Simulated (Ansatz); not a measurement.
**C2H6Cl2S2Sn: one species, many methods**

The task here is to estimate one member of a computed series from the others.

Computed with Ansatz 0.2.0, Gaussian basis. Level: functionals in def2-TZVPP, the program's frozen cores in correlated methods.

The runs, in order: LDA (SPW92), PBE-D4, revPBE-D4, BLYP-D4, r2SCAN-D4, B97M-V, PBE0-D4, B3LYP-D4, r2SCANh-D4, r2SCAN0-D4, HSE06-D4, BHLYP-D4, CAM-B3LYP-D4, LC-ωPBE, ωB97X-V, ωB97M-V, B2PLYP, PBE-QIDH; CCSD(T)/def2-SVP; CCSD(T)/def2-TZVPP; MP2/def2-QZVPP; extrapolation to the limit; RPA on PBE.

### The geometry

The geometry comes from an earlier relaxation with PBE0-D4 in a triple-zeta def2 set; it is a stationary point, not always the lowest conformer. Sn takes the def2 core potential; no spin-orbit term is included.

13 atoms, charge 0, spin multiplicity 1.

Atoms are counted from 1 here; the program's logs count them from 0.

Bond lengths: C1–S2 1.818 Å, C1–H8 1.090 Å, C1–H9 1.089 Å, C1–H10 1.089 Å, S2–Sn3 2.370 Å, Sn3–Cl4 2.332 Å, Sn3–Cl5 2.316 Å, Sn3–S6 2.363 Å, S6–C7 1.821 Å, C7–H11 1.089 Å, C7–H12 1.089 Å, C7–H13 1.090 Å. Angles: S2–C1–H8 105.7°, S2–C1–H9 111.2°, S2–C1–H10 111.1°, H8–C1–H9 109.2°, H8–C1–H10 109.1°, H9–C1–H10 110.5°, C1–S2–Sn3 99.6°, S2–Sn3–Cl4 106.8°, S2–Sn3–Cl5 111.2°, S2–Sn3–S6 113.8°, Cl4–Sn3–Cl5 105.5°, Cl4–Sn3–S6 109.9°, Cl5–Sn3–S6 109.3°, Sn3–S6–C7 98.3°, S6–C7–H11 111.2°, S6–C7–H12 111.6°, S6–C7–H13 105.5°, H11–C7–H12 110.5° and more.

As a file:

```xyz
13
charge 0, multiplicity 1
C    -2.4385    1.1356   -0.7452
S    -1.3109    1.0393    0.6780
Sn    0.7261    0.6185   -0.4577
Cl    0.2897   -1.0502   -2.0276
Cl    1.3967    2.4632   -1.6864
S     2.4888   -0.0561    0.9647
C     1.8072   -1.6622    1.4856
H    -3.4373    1.2492   -0.3236
H    -2.4026    0.2230   -1.3380
H    -2.2136    2.0017   -1.3657
H     1.6533   -2.3200    0.6314
H     0.8805   -1.5414    2.0447
H     2.5607   -2.1007    2.1398
```

The first run:

in.yaml reads:

```yaml
crystal:
  periodic: [false, false, false]
  atoms:
    - {symbol: C, position_ang: [-2.438545, 1.135588, -0.745169]}
    - {symbol: S, position_ang: [-1.310948, 1.039302, 0.677951]}
    - {symbol: Sn, position_ang: [0.726131, 0.618508, -0.457739]}
    - {symbol: Cl, position_ang: [0.289725, -1.050184, -2.027603]}
    - {symbol: Cl, position_ang: [1.396659, 2.463210, -1.686407]}
    - {symbol: S, position_ang: [2.488773, -0.056103, 0.964740]}
    - {symbol: C, position_ang: [1.807205, -1.662174, 1.485594]}
    - {symbol: H, position_ang: [-3.437303, 1.249212, -0.323596]}
    - {symbol: H, position_ang: [-2.402633, 0.223003, -1.337979]}
    - {symbol: H, position_ang: [-2.213579, 2.001705, -1.365715]}
    - {symbol: H, position_ang: [1.653338, -2.319991, 0.631422]}
    - {symbol: H, position_ang: [0.880493, -1.541371, 2.044665]}
    - {symbol: H, position_ang: [2.560695, -2.100694, 2.139836]}
basis:
  gaussian: {orbitals: def2-TZVPP}
hamiltonian: {xc: lda}
output: {orbitals: {seedname: orbitals}}
```

Among the steps run: LDA; PBE-D4 (GGA); revPBE-D4 (GGA); BLYP-D4 (GGA); r2SCAN-D4 (meta-GGA); B97M-V (meta-GGA); PBE0-D4 (hybrid); B3LYP-D4 (hybrid); r2SCANh-D4 (hybrid); r2SCAN0-D4 (hybrid); HSE06-D4 (hybrid); BHLYP-D4 (hybrid); CAM-B3LYP-D4 (range-separated); LC-ωPBE (range-separated); ωB97X-V (range-separated); ωB97M-V (range-separated); B2PLYP (double hybrid); PBE-QIDH (double hybrid).

One table of the session follows, with a row left open; its other results are not shown here.

It belongs to the step «Orbital energies across the functionals». 

```
  functional  HOMO (eV)  LUMO (eV)  gap (eV)
 LDA (SPW92)      -6.35      -3.34      3.01
      PBE-D4      -6.23      -3.05      3.18
   revPBE-D4          ?          ?         ?
     BLYP-D4      -6.07      -2.97      3.10
   r2SCAN-D4      -6.52      -2.89      3.62
      B97M-V      -6.60      -2.77      3.83
     PBE0-D4      -7.48      -2.20      5.28
    B3LYP-D4      -7.23      -2.47      4.77
  r2SCANh-D4      -6.97      -2.58      4.39
  r2SCAN0-D4      -7.66      -2.11      5.55
    HSE06-D4      -7.08      -2.56      4.52
    BHLYP-D4      -8.58      -1.23      7.35
CAM-B3LYP-D4      -8.80      -1.21      7.59
     LC-ωPBE     -10.22      -0.04     10.17
     ωB97X-V      -9.85      -0.14      9.71
     ωB97M-V      -9.67      -0.23      9.44
```

**Question.** Estimate the row for revPBE-D4.

The run gave: HOMO (eV): -6.19; LUMO (eV): -2.95; gap (eV): 3.23. In the column «HOMO (eV)» it lies between PBE-D4 (-6.23) and BLYP-D4 (-6.07).
